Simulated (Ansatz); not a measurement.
# Mn3SnN, space group Pm-3m: a projected density of states

Program: the Python package of Ansatz (0.2.0).

Run as a notebook:

```python
import ansatz as az
import numpy as np
```

```python
lattice = az.Lattice.of(
    (3.878941, 0.0, 0.0),
    (0.0, 3.878941, 0.0),
    (0.0, 0.0, 3.878941),
)
sites = [
    ("Mn", (0.0, 0.5, 0.5)),
    ("Mn", (0.5, 0.5, 0.0)),
    ("Mn", (0.5, 0.0, 0.5)),
    ("Sn", (0.0, 0.0, 0.0)),
    ("N", (0.5, 0.5, 0.5)),
]
cell = az.Crystal(lattice=lattice)
for symbol, position in sites:
    cell = cell.atom(symbol, position)
cell = cell.moments(Mn=4)
```

```python
base = (
    cell.calculation()
    .functional("r2SCAN", dispersion="d4")
    .basis(450)
    .accuracy("low")
    .kpoints(7, shift=0.5)
    .occupations(az.OccupationsMethod.METHFESSEL_PAXTON, width=0.2)
    .spin(az.SpinTreatment.COLLINEAR)
    .hubbard("Mn", "d", u_eff=4.0)
    .mixing("msr1", beta=0.2)
    .scf(tolerance=1e-06)
    .scf(extra_bands=16)
    .density_of_states(projected=True, energy_step=0.05)
)
session = base.session()
planned = session.plan(threads=1)
out = planned.execute()
data = out.report

out.lattice.cell_ang
```

    DeckWarning: basis.ecutwfc = 450 eV is below the records' recommended 500 eV, and the density's cutoff is lower with it unless basis.ecutrho_ratio is high enough to keep the records' density cutoff: compare with a run at a higher cutoff
    RunWarning: an SCF from ferrimagnetic starting moments (4.00, 4.00, -4.00, 0.00, 0.00 Bohr magnetons, atom by atom) was not made, by what the run has read of turns of its moments that order reads lower: the deck asks for what bars it, or types moments that do (magnetization.spin_polarized, in the input reference, names some of the keys), or the run goes by scf.lower_state_search: light, the [...]
    array([[3.878941, 0.      , 0.      ],
           [0.      , 3.878941, 0.      ],
           [0.      , 0.      , 3.878941]])

```python
data["n_iterations"], data["closed_by"]
```

    (14, 'deck_thresholds')

```python
dos = out.density_of_states()
energy = np.asarray(dos.energies_ev) - dos.fermi_ev
curves = {}
for site in out.projected_density_of_states().sites:
    for shell in site.shells:
        weight = sum(np.sum(curve.g_bin_mean_per_ev, axis=0) for curve in shell.curves)
        name = f"{site.species} {shell.label}"
        curves[name] = curves.get(name, 0) + weight
```

```python
print("E-EF   " + " ".join(f"{name:>8s}" for name in curves))
for e in np.arange(-6, 6 + 0.1, 0.5):
    print(f"{e:5.1f}  " + " ".join(f"{np.interp(e, energy, g):8.3f}" for g in curves.values()))
```

    E-EF      Mn 3S    Mn 4S    Mn 3P    Mn 3D    Sn 5S    Sn 5P    Sn 4D     N 2S     N 2P
     -6.0     0.000    0.057    0.004    4.092    0.013    0.107    0.006    0.011    0.157
     -5.5     0.001    0.102    0.006    3.979    0.049    0.305    0.005    0.020    0.245
     -5.0     0.000    0.124    0.010    6.018    0.078    0.566    0.006    0.022    0.143
     -4.5     0.000    0.019    0.005    0.230    0.016    0.433    0.001    0.002    0.076
     -4.0     0.000    0.058    0.008    0.944    0.014    0.648    0.001    0.008    0.215
     -3.5     0.000    0.037    0.006    0.630    0.021    0.513    0.001    0.001    0.160
     -3.0     0.000    0.068    0.008    0.960    0.072    0.496    0.001    0.005    0.447
     -2.5     0.000    0.022    0.001    0.146    0.004    0.076    0.001    0.000    0.052
     -2.0     0.000    0.048    0.001    0.257    0.101    0.068    0.000    0.001    0.206
     -1.5     0.000    0.028    0.001    0.175    0.138    0.081    0.000    0.003    0.120
     -1.0     0.000    0.064    0.001    0.516    0.070    0.107    0.002    0.001    0.101
     -0.5     0.000    0.060    0.002    1.245    0.019    0.147    0.003    0.015    0.091
      0.0     0.000    0.186    0.004    1.850    0.022    0.437    0.005    0.089    0.224
      0.5     0.000    0.225    0.007    2.114    0.047    1.079    0.005    0.062    0.525
      1.0     0.000    0.276    0.004    5.912    0.024    0.381    0.005    0.025    0.216
      1.5     0.000    0.065    0.001    0.864    0.012    0.267    0.001    0.022    0.088
      2.0     0.000    0.174    0.002    3.077    0.021    0.344    0.004    0.041    0.112
      2.5     0.000    0.021    0.001    4.291    0.041    0.065    0.004    0.002    0.019
      3.0     0.000    0.107    0.001    1.572    0.060    0.127    0.001    0.017    0.090
      3.5     0.000    0.269    0.001    2.230    0.032    0.189    0.001    0.036    0.122
      4.0     0.000    0.186    0.001    0.922    0.047    0.126    0.001    0.020    0.048
      4.5     0.001    0.378    0.001    1.079    0.034    0.334    0.001    0.028    0.104
      5.0     0.000    0.346    0.001    0.909    0.051    0.123    0.001    0.114    0.107
      5.5     0.003    1.481    0.002    0.737    0.073    0.189    0.002    0.093    0.278
      6.0     0.001    0.518    0.001    0.438    0.007    0.203    0.001    0.019    0.197

Caveats:
- The settings weren't tested for convergence.
- The cutoff lies under the one recommended for these potentials.
- Other magnetic orders than the one started from may lie lower.
- Dispersion corrections can be off by several per cent in the lattices of metals, and by several GPa in the pressure at a fixed cell.
- U, its shell and the double counting are chosen to explore, and aren't derived for this compound.
- The mesh is modest for a metal, so energies can be off by several to tens of meV an atom and pressures by half a GPa or more; differences at equal mesh fare better.
- r2SCAN tends to overestimate the moments of itinerant magnets.
- This cell is a computed structure, which may not be the phase found in nature.
- Warnings are shown shortened and without file and line.
- Curves are summed over the cell's atoms. Only shells that the potentials hold have channels, so projections don't add up to the total, least of all where a shell is missing (p of most metals); heights and places of peaks move with the mesh.
- The density of states is complete only as far up as bands were computed.
- Timing: 20 s on 1 thread of Arm Neoverse V2 (shared host), peak memory 0.58 GiB.

(Lines on the test bed's own set-up are left out of the output.)
